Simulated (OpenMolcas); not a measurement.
# W⁴⁺ among point charges: CASSCF and CASPT2 levels and susceptibility

How does a field of 5 point charges split the states of W⁴⁺, and what χT follows?

The numbers are computed with OpenMolcas 26.06 (state-averaged CASSCF and CASPT2, spin-orbit coupling by RASSI with atomic mean-field integrals), except any that are marked as measured or tabulated.

### 1 Starting point

| Property | Result |
| --- | --- |
| Species | W⁴⁺ (tungsten, Z = 74, 70 electrons) |
| Basis | ANO-RCC-VDZP [7s6p4d2f1g], 68 functions |
| Scalar Hamiltonian | DKH2, point nucleus |
| Inactive shells | 1s 2s 2p 3s 3p 3d 4s 4p 4d 4f 5s 5p |
| Active space | 2 electrons in 5 orbitals (5d) |
| Some configurations of this space | 5d² |
| Orbitals | optimised for each spin and parity, averaged over all roots |

Outer shells as boxes (Hund's rule):

5d2
```
5d [↑ ][↑ ][  ][  ][  ]
```

The ion sits among 5 point charges of -2 e arranged as a trigonal bipyramid (D3h), 2.39 Å from the ion, with the axial distance 2.271 Å.

Each step is its own input file, run in one work folder so that later steps find the files of earlier ones. Labels, J, g values, rates, χT and fits are worked out afterwards by a script from the matrices that RASSI stores.

### 2 One- and two-electron integrals

The input, a.inp:

```
&GATEWAY
Coord
1

W 0.0 0.0 0.0
Basis=ANO-RCC-VDZP
Group=NoSym
NoMove
AngMom=0.0 0.0 0.0
AMFI
XField
5 Angstrom 0
2.390000 0.000000 0.000000 -2.000000
-1.195000 2.069801 0.000000 -2.000000
-1.195000 -2.069801 0.000000 -2.000000
0.000000 0.000000 2.270500 -2.000000
0.000000 0.000000 -2.270500 -2.000000
&SEWARD
```

Launch:

```bash
$ OMP_NUM_THREADS=1 MOLCAS_MEM=1689 MOLCAS_PROJECT=a pymolcas a.inp > a.log
```

### 3 CASSCF: triplets, 10 roots

The input, a.inp:

```
&RASSCF
FileOrb=start.orb
Symmetry=1
Spin=3
nActEl=2 0 0
Inactive=34
Ras2=5
CIRoot=10 10 1
SDav=10
CIMx=300
Iter=120 100
PrWF=0.3
OrbListing=Nothing
MaxOrb=0
>>> COPY $Project.JobIph JOB001
```

start.orb holds the contracted functions of the basis, ordered by shell, or the orbitals of the step before.

### 4 CASSCF: singlets, 15 roots

The input, a.inp:

```
&RASSCF
FileOrb=start.orb
Symmetry=1
Spin=1
nActEl=2 0 0
Inactive=34
Ras2=5
CIRoot=15 15 1
SDav=15
CIMx=300
Iter=120 100
PrWF=0.3
OrbListing=Nothing
MaxOrb=0
>>> COPY $Project.JobIph JOB002
```

### 5 RASSI: spin-orbit coupling between the states

The input, a.inp:

```
&RASSI
NrOfJobIphs=2 10 15
1 2 3 4 5 6 7 8 9 10
1 2 3 4 5 6 7 8 9 10 11 12 13 14 15
IphNames
JOB001
JOB002
EJob
SpinOrbit
DIPRint=1.0
SOCoupling=1000.0
Subsets=2
Property=9
'ANGMOM' 1 'ANGMOM' 2 'ANGMOM' 3 'MLTPL  1' 1 'MLTPL  1' 2 'MLTPL  1' 3
'AMFI' 1 'AMFI' 2 'AMFI' 3
SOProperty=3
'ANGMOM' 1 'ANGMOM' 2 'ANGMOM' 3
```

### 6 CASPT2: IPEA 0.25, imaginary shift 0.1 (closed shells correlated: 4f 5s 5p)

The input, a.inp:

```
>>> COPY JOB001 $Project.JobIph
&CASPT2
Multistate=10 1 2 3 4 5 6 7 8 9 10
NoMult
Frozen=23
IPEA=0.25
Imaginary=0.1
MaxIter=60
WThr=0.0 0.3 0.05
PrWF=0.5
NoMix
>>> COPY JOB002 $Project.JobIph
&CASPT2
Multistate=15 1 2 3 4 5 6 7 8 9 10 11 12 13 14 15
NoMult
Frozen=23
IPEA=0.25
Imaginary=0.1
MaxIter=60
WThr=0.0 0.3 0.05
PrWF=0.5
NoMix
```

(Steps that only read results are left out.)

**Question.** What will these runs give? Wanted: spin-free ground state; first state of the same spin within the active space; lowest level; next level.

**Answer**, as computed:

| quantity | value |
| --- | --- |
| method | SS-CASPT2, IPEA 0.25, imaginary shift 0.1 (closed shells correlated: 4f 5s 5p) |
| spin-free ground state | 3A1, 1-fold in its orbital part |
| first state of the same spin within the active space | 3A2 at 23.1 cm⁻¹ |
| lowest level | 2-fold E, g = 0.00, 0.00, 2.23 |
| next level | 124.2 cm⁻¹ |
| χT at 300 K | 0.17 cm³ K/mol |
| effective moment at 300 K | 1.18 μB |

Cost by method:

```
                                                 method  time of its own steps  time with the reference
                                              A. CASSCF                  7.9 s                    7.9 s
B. SS-CASPT2, IPEA 0.25, imaginary shift 0.1, +4f 5s 5p                  9.2 s                     17 s
```

Times are of one thread on a shared host.

In words: The spin-free ground state (3A1) comes to 100 % from free-ion F terms and keeps the highest spin of the shell. χT at 300 K is 0.17, against 1.00 cm³ K/mol for the spin alone, so spin-orbit coupling lowers it. CASPT2 does not keep the components of a term degenerate, and the means are used. The field of point charges can differ much from that of real complexes. Point charges carry no covalency, so the field is a model and not that of real ligands.
